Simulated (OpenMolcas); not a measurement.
**Cu2H2 ((CuH)2 ring) at HF/ANO-L-VDZP (population LoProp)**

What is the electrostatic solvation energy at fixed shape (PCM, methylenechloride) of Cu2H2 ((CuH)2 ring) at HF/ANO-L-VDZP (population LoProp)? 

The calculation is run with OpenMolcas 26.06.

10 further runs of the same task are left out: 6 that didn't finish, 4 set aside as unsound or not needed.

### 1 The system as given

Cu2H2: 4 atoms, total charge 0, spin state singlet. Geometry: a GFN1-xTB relaxation, a rough one for these elements and not checked as a minimum.

Bond lengths: Cu1–Cu3 2.237 Å, Cu1–H2 1.714 Å, H2–Cu3 1.718 Å, Cu1–H4 1.718 Å, Cu3–H4 1.714 Å. Angles: Cu1–H2–Cu3 81.3°, Cu1–H4–Cu3 81.3°, Cu1–Cu3–H2 49.3°, Cu1–Cu3–H4 49.4°, Cu3–Cu1–H4 49.3°, H2–Cu1–Cu3 49.4°, H2–Cu3–H4 98.7°, H2–Cu1–H4 98.7°.

### 2 The charge distribution at HF/ANO-L-VDZP (population LoProp)

File calc.input:

```
* Cu2H2 Hartree-Fock

&GATEWAY
  Coord
  4
  bohr
  Cu    -1.52912859    -0.10947183     1.45431433
  H      0.86549457     2.03814521     1.07104008
  Cu     1.52748452     0.11085133    -1.45639303
  H     -0.86385050    -2.03952471    -1.06896138
  Basis=ANO-L-VDZP
  Group=NoSym

&SEWARD

&SCF
  PrOrbitals=1 2

&LOPROP
  NoField

&LOCALISATION
  Pipek-Mezey
```

Started as:

```bash
$ export MOLCAS_MEM=1860
$ pymolcas calc.input > calc.log
```

The log of the run:

```text
--- Start Module: gateway ---
[...]
--- Stop Module: gateway /rc=_RC_ALL_IS_WELL_ ---
[...]
      Basis functions           78
[...]
       Convergence after  12 Iterations
[...]
::    Total SCF energy                              -3279.0590253122
[...]
      Total spin, S                                     0.0000000000
[...]
      Total electronic charge=   60.000000
      Total            charge=   -0.000000
[...]
      Dipole Moment (debye):
      Origin of the operator (angstrom)=   -0.0004    0.0004   -0.0005
                   X= -3.4664E-03               Y=  2.9440E-03               Z= -4.9803E-03           Total=  6.7444E-03
      Quadrupole Moment (debye*angstrom):
[...]
--- Start Module: loprop ---
[...]
--- Stop Module: loprop /rc=_RC_ALL_IS_WELL_ ---
--- Start Module: localisation ---
[...]
--- Stop Module: localisation /rc=_RC_ALL_IS_WELL_ ---
[...]
```

Wall time 16 s (1 thread of Arm Neoverse V1, shared host); peak memory 0.44 GiB.

Atomic charges (e):

```csv
atom,Mulliken,program's own
Cu1,+0.380,+0.545
H2,-0.380,-0.545
Cu3,+0.380,+0.545
H4,-0.380,-0.545
```

### 3 Energy and one-electron properties at HF/ANO-L-VDZP (PCM methylenechloride, population LoProp)

File calc.input:

```
>>> EXPORT MOLCAS_PRINT=2

&GATEWAY
 Coord
 4
 bohr
 Cu    -1.52912859    -0.10947183     1.45431433
 H      0.86549457     2.03814521     1.07104008
 Cu     1.52748452     0.11085133    -1.45639303
 H     -0.86385050    -2.03952471    -1.06896138
 Basis=ANO-L-VDZP
 Group=NoSym
 RF-Input
 PCM-Model
 Solvent=methylenechloride
 End of RF-Input

&SEWARD

&SCF
 Thresholds=1e-06 0.001 0.001 0.01
 Iterations=100
 Core
 PrOrbitals=1 2

&LOPROP
 NoField

&LOCALISATION
 Pipek-Mezey
```

Started as:

```bash
$ export MOLCAS_MEM=1860
$ pymolcas calc.input > calc.log
```

The log of the run:

```text
--- Start Module: gateway ---
[...]
--- Stop Module: gateway /rc=_RC_ALL_IS_WELL_ ---
[...]
      Basis functions           78
[...]
       Convergence after  14 Iterations
[...]
::    Total SCF energy                              -3279.0791597359
[...]
      Total spin, S                                     0.0000000000
[...]
      Total electronic charge=   60.000000
      Total            charge=   -0.000000
[...]
      Dipole Moment (debye):
      Origin of the operator (angstrom)=   -0.0004    0.0004   -0.0005
                   X=  1.7042E-02               Y=  3.4372E-02               Z=  1.9541E-02           Total=  4.3054E-02
      Quadrupole Moment (debye*angstrom):
[...]
--- Start Module: loprop ---
[...]
--- Stop Module: loprop /rc=_RC_ALL_IS_WELL_ ---
--- Start Module: localisation ---
[...]
--- Stop Module: localisation /rc=_RC_ALL_IS_WELL_ ---
[...]
```

Wall time 23 s (1 thread of Arm Neoverse V1, shared host); peak memory 0.44 GiB.

Atomic charges (e):

```csv
atom,Mulliken,program's own
Cu1,+0.412,+0.548
H2,-0.408,-0.546
Cu3,+0.413,+0.549
H4,-0.417,-0.551
```

### 4 What came out

Level: HF/ANO-L-VDZP (population LoProp).

```
                                        quantity           value
                         gas phase: total energy  -3279.05903 Eh
                        gas phase: dipole moment          0.01 D
                          gas phase: HOMO energy        -8.09 eV
                          gas phase: LUMO energy         1.44 eV
                        gas phase: HOMO–LUMO gap         9.53 eV
            PCM, methylenechloride: total energy  -3279.07916 Eh
           PCM, methylenechloride: dipole moment          0.04 D
             PCM, methylenechloride: HOMO energy        -7.97 eV
             PCM, methylenechloride: LUMO energy         1.94 eV
           PCM, methylenechloride: HOMO–LUMO gap         9.92 eV
energy change from gas to solvent at fixed shape       -0.548 eV
```

In words: The solvent model (PCM, methylenechloride) lowers the energy by 0.55 eV (−12.6 kcal/mol) at the same shape. It holds the electrostatic part alone, without cavity or dispersion terms.
